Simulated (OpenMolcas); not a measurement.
# Os²⁺ among point charges: CASSCF and CASPT2 levels and susceptibility

How does a field of 4 point charges split the states of Os²⁺, and what χT follows?

The numbers are computed with OpenMolcas 26.06 (state-averaged CASSCF and CASPT2, spin-orbit coupling by RASSI with atomic mean-field integrals), except any that are marked as measured or tabulated.

### Step 1. Starting point

| Property | Result |
| --- | --- |
| Species | Os²⁺ (osmium, Z = 76, 74 electrons) |
| Basis | ANO-RCC-VTZP [8s7p5d3f2g1h], 104 functions |
| Scalar Hamiltonian | DKH2, point nucleus |
| Inactive shells | 1s 2s 2p 3s 3p 3d 4s 4p 4d 4f 5s 5p |
| Active space | 6 electrons in 5 orbitals (5d) |
| Some configurations of this space | 5d⁶ |
| Orbitals | optimised for each spin and parity, averaged over all roots |

Outer shells as boxes (Hund's rule):

5d6
```
5d [↑↓][↑ ][↑ ][↑ ][↑ ]
```

The ion sits among 4 point charges of -2 e arranged as a tetrahedron (Td), 2.04 Å from the ion.

Each step is its own input file, run in one work folder so that later steps find the files of earlier ones. Labels, J, g values, rates, χT and fits are worked out afterwards by a script from the matrices that RASSI stores.

### Step 2. One- and two-electron integrals

a.inp reads:

```
&GATEWAY
Coord
1

Os 0.0 0.0 0.0
Basis=ANO-RCC-VTZP
Group=NoSym
NoMove
AngMom=0.0 0.0 0.0
AMFI
XField
4 Angstrom 0
1.177795 1.177795 1.177795 -2.000000
1.177795 -1.177795 -1.177795 -2.000000
-1.177795 1.177795 -1.177795 -2.000000
-1.177795 -1.177795 1.177795 -2.000000
&SEWARD
```

The run is started by

```
$ OMP_NUM_THREADS=1 MOLCAS_MEM=1689 MOLCAS_PROJECT=a pymolcas a.inp > a.log
```

### Step 3. Reference wave functions, quintets, 5 roots

a.inp reads:

```
&RASSCF
FileOrb=start.orb
Symmetry=1
Spin=5
nActEl=6 0 0
Inactive=34
Ras2=5
CIRoot=5 5 1
SDav=5
CIMx=300
Iter=120 100
PrWF=0.3
OrbListing=Nothing
MaxOrb=0
>>> COPY $Project.JobIph JOB001
```

start.orb holds the contracted functions of the basis, ordered by shell, or the orbitals of the step before.

### Step 4. CASSCF: triplets, 45 roots

a.inp reads:

```
&RASSCF
FileOrb=start.orb
Symmetry=1
Spin=3
nActEl=6 0 0
Inactive=34
Ras2=5
CIRoot=45 45 1
SDav=45
CIMx=300
Iter=120 100
PrWF=0.3
OrbListing=Nothing
MaxOrb=0
>>> COPY $Project.JobIph JOB002
```

### Step 5. CASSCF: singlets, 50 roots

a.inp reads:

```
&RASSCF
FileOrb=start.orb
Symmetry=1
Spin=1
nActEl=6 0 0
Inactive=34
Ras2=5
CIRoot=50 50 1
SDav=50
CIMx=300
Iter=120 100
PrWF=0.3
OrbListing=Nothing
MaxOrb=0
>>> COPY $Project.JobIph JOB003
```

### Step 6. State interaction with spin-orbit coupling

a.inp reads:

```
&RASSI
NrOfJobIphs=3 5 45 50
1 2 3 4 5
1 2 3 4 5 6 7 8 9 10 11 12 13 14 15 16 17 18 19 20 21 22 23 24 25 26 27
28 29 30 31 32 33 34 35 36 37 38 39 40 41 42 43 44 45
1 2 3 4 5 6 7 8 9 10 11 12 13 14 15 16 17 18 19 20 21 22 23 24 25 26 27
28 29 30 31 32 33 34 35 36 37 38 39 40 41 42 43 44 45 46 47 48 49 50
IphNames
JOB001
JOB002
JOB003
EJob
SpinOrbit
DIPRint=1.0
SOCoupling=1000.0
Subsets=2
Property=9
'ANGMOM' 1 'ANGMOM' 2 'ANGMOM' 3 'MLTPL  1' 1 'MLTPL  1' 2 'MLTPL  1' 3
'AMFI' 1 'AMFI' 2 'AMFI' 3
SOProperty=3
'ANGMOM' 1 'ANGMOM' 2 'ANGMOM' 3
```

### Step 7. CASPT2: IPEA 0.25, imaginary shift 0.1 (closed shells correlated: 4f 5s 5p)

a.inp reads:

```
>>> COPY JOB001 $Project.JobIph
&CASPT2
Multistate=5 1 2 3 4 5
NoMult
Frozen=23
IPEA=0.25
Imaginary=0.1
MaxIter=60
WThr=0.0 0.3 0.05
PrWF=0.5
NoMix
>>> COPY JOB002 $Project.JobIph
&CASPT2
Multistate=45 1 2 3 4 5 6 7 8 9 10 11 12 13 14 15 16 17 18 19 20 21 22
23 24 25 26 27 28 29 30 31 32 33 34 35 36 37 38 39 40 41 42 43 44 45
NoMult
Frozen=23
IPEA=0.25
Imaginary=0.1
MaxIter=60
WThr=0.0 0.3 0.05
PrWF=0.5
NoMix
>>> COPY JOB003 $Project.JobIph
&CASPT2
Multistate=50 1 2 3 4 5 6 7 8 9 10 11 12 13 14 15 16 17 18 19 20 21 22
23 24 25 26 27 28 29 30 31 32 33 34 35 36 37 38 39 40 41 42 43 44 45 46
47 48 49 50
NoMult
Frozen=23
IPEA=0.25
Imaginary=0.1
MaxIter=60
WThr=0.0 0.3 0.05
PrWF=0.5
NoMix
```

(Steps that only read results are left out.)

What does the calculation give? Wanted: spin-free ground state; first state of the same spin within the active space; lowest level; next level.

**Answer**, as computed:

| quantity | value |
| --- | --- |
| method | SS-CASPT2, IPEA 0.25, imaginary shift 0.1 (closed shells correlated: 4f 5s 5p) |
| spin-free ground state | 5E, 2-fold in its orbital part |
| first state of the same spin within the active space | 5T2 at 2050 cm⁻¹ |
| lowest level | 1-fold A1 |
| next level | 217.8 cm⁻¹ |
| χT at 300 K | 4.62 cm³ K/mol |
| effective moment at 300 K | 6.08 μB |

Cost by method:

```
                                                 method  time of its own steps  time with the reference
                                              A. CASSCF                   38 s                     38 s
B. SS-CASPT2, IPEA 0.25, imaginary shift 0.1, +4f 5s 5p                2.2 min                  2.9 min
```

Times are of one thread on a shared host.

**Reading.** The spin-free ground state (5E) comes to 100 % from free-ion D terms and keeps the highest spin of the shell. χT at 300 K is 4.62, against 3.01 cm³ K/mol for the spin alone, so orbital moment adds to it. An active space of the d shell alone favours high spin; real ions in strong fields can be low spin. CASPT2 does not keep the components of a term degenerate, and the means are used. An orbital doublet at a regular site is open to a Jahn-Teller distortion, which this geometry leaves out. The field of point charges can differ much from that of real complexes. This is an electrostatic model: the charges have no orbitals.
